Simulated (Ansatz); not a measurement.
**C4H12Ge (SMILES CC(C)C[GeH3]): revPBE/6-31G(d) (spherical functions)**

What is the vertical ionisation energy of C4H12Ge at revPBE/6-31G* (spherical functions)? 

The results are computed with Ansatz 0.2.0.

35 further runs of the same task are left out: 35 set aside as unsound or not needed.

### 1 The system as given

The species is C4H12Ge (17 atoms), meant as a singlet with charge 0. As SMILES, `CC(C)C[GeH3]`. The shape is that of a PBE0-D4/def2-TZVP optimisation. This is one conformer, not always the lowest.

Bond lengths: C1–C2 1.522 Å, C2–C3 1.523 Å, C2–C4 1.528 Å, C4–Ge5 1.962 Å, C1–H6 1.093 Å, C1–H7 1.093 Å, C1–H8 1.095 Å, C2–H9 1.098 Å, C3–H10 1.095 Å, C3–H11 1.093 Å, C3–H12 1.093 Å, C4–H13 1.094 Å, C4–H14 1.096 Å, Ge5–H15 1.540 Å, Ge5–H16 1.540 Å, Ge5–H17 1.542 Å. Some angles: C1–C2–C3 110.6°, C1–C2–C4 112.0°, C3–C2–C4 110.5°, C2–C4–Ge5 115.3°, C1–C2–H9 107.9°, C3–C2–H9 107.8°, C4–C2–H9 108.0°, C2–C1–H6 112.1°, C2–C1–H7 111.0°, C2–C1–H8 110.6°.

### 2 A single-point energy at revPBE/6-31G(d) (spherical functions)

Contents of run.yaml:

```yaml
basis:
  gaussian:
    orbitals: 6-31G_st_-spherical.json
crystal:
  periodic: [false, false, false]
  atoms:
    - symbol: C
      position_ang: [-1.065300, 0.017030, 1.152400]
    - symbol: C
      position_ang: [0.340480, -0.122320, 0.586260]
    - symbol: C
      position_ang: [1.025400, -1.359130, 1.152850]
    - symbol: C
      position_ang: [0.339950, -0.164700, -0.940670]
    - symbol: Ge
      position_ang: [-0.357840, 1.442150, -1.825170]
    - symbol: H
      position_ang: [-1.552680, 0.937300, 0.820530]
    - symbol: H
      position_ang: [-1.049160, 0.026690, 2.244940]
    - symbol: H
      position_ang: [-1.693240, -0.822160, 0.835830]
    - symbol: H
      position_ang: [0.919680, 0.755880, 0.900570]
    - symbol: H
      position_ang: [0.479460, -2.264940, 0.870230]
    - symbol: H
      position_ang: [2.047150, -1.455690, 0.777150]
    - symbol: H
      position_ang: [1.069230, -1.323890, 2.244770]
    - symbol: H
      position_ang: [1.359330, -0.310640, -1.311300]
    - symbol: H
      position_ang: [-0.243350, -1.023440, -1.291830]
    - symbol: H
      position_ang: [0.040890, 1.437230, -3.312590]
    - symbol: H
      position_ang: [-1.892890, 1.528870, -1.742710]
    - symbol: H
      position_ang: [0.232900, 2.701760, -1.161270]
total_charge: 0
hamiltonian:
  xc: {name: revPBE}
accuracy: high
output: {orbitals: {seedname: orbitals}}
```

The basis set 6-31G* is read from a file made from the Basis Set Exchange's data (not shown).

On the command line:

```bash
ansatz run run.yaml --threads 1 --pin off --max-ram 3480MiB --events-out events.jsonl --progress --plain --runs-dir runs
```

The log of the run:

```text
Warning: RAYON_NUM_THREADS=1 ignored (pool sized by the plan → 1); use --threads N
Functional definition: revPBE
  name "revPBE"
  parameter kappa = 1.245
  parameter beta = 0.06672455060314922
  exchange = pbe_x(kappa = kappa, mu = beta*pi^2/3)
  correlation = pbe_c(beta = beta)
2816 factors; integrals over basis functions are off by at most 2.1e-8 eV
mean field evaluation 1: about -60836.8129 eV, gradient 6.9e1 eV
mean field evaluation 2: about -60818.1904 eV, gradient 1.1e2 eV
mean field evaluation 4: about -60848.3023 eV, gradient 5.9e0 eV
mean field evaluation 8: about -60848.3700 eV, gradient 7.9e-2 eV
mean field evaluation 16: about -60848.3700 eV, gradient 1.1e-5 eV
mean field -60848.37004077 eV, -2236.1363544917 hartree, gradient 1.4e-8 eV, S^2 0.000000; 0 other end points of the search recorded, 0 dependent functions left out
reference -60848.37004602 eV, -2236.1363546846 hartree; 34, 34 occupied and 78, 78 virtual orbitals, 2816 factors
Total energy: -60848.37004602 eV, -2236.1363546846 hartree
```

Wall time 15 s (1 thread of Arm Neoverse V2, shared host); peak memory 0.38 GiB.

### 3 The doublet cation

Contents of job.yaml:

```yaml
crystal:
  periodic: [false, false, false]
  atoms:
    - {symbol: C, position_ang: [-1.065300, 0.017030, 1.152400]}
    - {symbol: C, position_ang: [0.340480, -0.122320, 0.586260]}
    - {symbol: C, position_ang: [1.025400, -1.359130, 1.152850]}
    - {symbol: C, position_ang: [0.339950, -0.164700, -0.940670]}
    - {symbol: Ge, position_ang: [-0.357840, 1.442150, -1.825170]}
    - {symbol: H, position_ang: [-1.552680, 0.937300, 0.820530]}
    - {symbol: H, position_ang: [-1.049160, 0.026690, 2.244940]}
    - {symbol: H, position_ang: [-1.693240, -0.822160, 0.835830]}
    - {symbol: H, position_ang: [0.919680, 0.755880, 0.900570]}
    - {symbol: H, position_ang: [0.479460, -2.264940, 0.870230]}
    - {symbol: H, position_ang: [2.047150, -1.455690, 0.777150]}
    - {symbol: H, position_ang: [1.069230, -1.323890, 2.244770]}
    - {symbol: H, position_ang: [1.359330, -0.310640, -1.311300]}
    - {symbol: H, position_ang: [-0.243350, -1.023440, -1.291830]}
    - {symbol: H, position_ang: [0.040890, 1.437230, -3.312590]}
    - {symbol: H, position_ang: [-1.892890, 1.528870, -1.742710]}
    - {symbol: H, position_ang: [0.232900, 2.701760, -1.161270]}
basis:
  gaussian:
    orbitals: 6-31G_st_-spherical.json
total_charge: 1
magnetization:
  spin_polarized: true
  initial_magnetization: 1
hamiltonian:
  xc: {name: revPBE}
accuracy: high
output: {orbitals: {seedname: orbitals}}
```

The basis set 6-31G* is read from a file made from the Basis Set Exchange's data (not shown).

On the command line:

```bash
ansatz run job.yaml --threads 1 --pin off --max-ram 3480MiB --events-out events.jsonl --progress --plain --runs-dir runs
```

The log of the run, cut to the lines that bear on the results:

```text
Warning: RAYON_NUM_THREADS=1 ignored (pool sized by the plan → 1); use --threads N
[... 6 set-up lines as earlier in the session ...]
2815 factors; integrals over basis functions are off by at most 2.1e-8 eV
mean field evaluation 1: about -60814.0360 eV, gradient 6.7e1 eV
mean field evaluation 2: about -60533.3942 eV, gradient 1.9e2 eV
mean field evaluation 4: about -60833.5646 eV, gradient 2.8e1 eV
mean field evaluation 8: about -60838.7203 eV, gradient 1.4e0 eV
mean field evaluation 16: about -60838.7220 eV, gradient 2.9e-3 eV
mean field evaluation 32: about -60838.7220 eV, gradient 1.8e-8 eV
mean field -60838.72196325 eV, -2235.7817941826 hartree, gradient 1.8e-8 eV, S^2 0.751249; 8 other end points of the search recorded, 0 dependent functions left out
reference -60838.72196822 eV, -2235.7817943654 hartree; 34, 33 occupied and 78, 79 virtual orbitals, 2815 factors
Total energy: -60838.72196822 eV, -2235.7817943654 hartree
```

Wall time 35 s (1 thread of Arm Neoverse V2, shared host); peak memory 0.51 GiB.

### 4 What came out

Level: revPBE/6-31G* (spherical functions).

```
                                          quantity           value
                     singlet C4H12Ge: total energy  -2236.13635 Eh
                      singlet C4H12Ge: HOMO energy        -6.78 eV
                      singlet C4H12Ge: LUMO energy         0.71 eV
                    singlet C4H12Ge: HOMO–LUMO gap         7.49 eV
                      doublet cation: total energy  -2235.78179 Eh
doublet cation: HOMO energy (highest over α and β)       -12.87 eV
 doublet cation: LUMO energy (lowest over α and β)       -12.47 eV
                              doublet cation: ⟨S²⟩           0.751
vertical ionisation energy (to the doublet cation)        9.648 eV
```

Removing an electron at fixed nuclei costs 9.65 eV (931 kJ/mol). −ε(HOMO) before ionisation, 6.78 eV, is 2.86 eV below this ionisation energy.
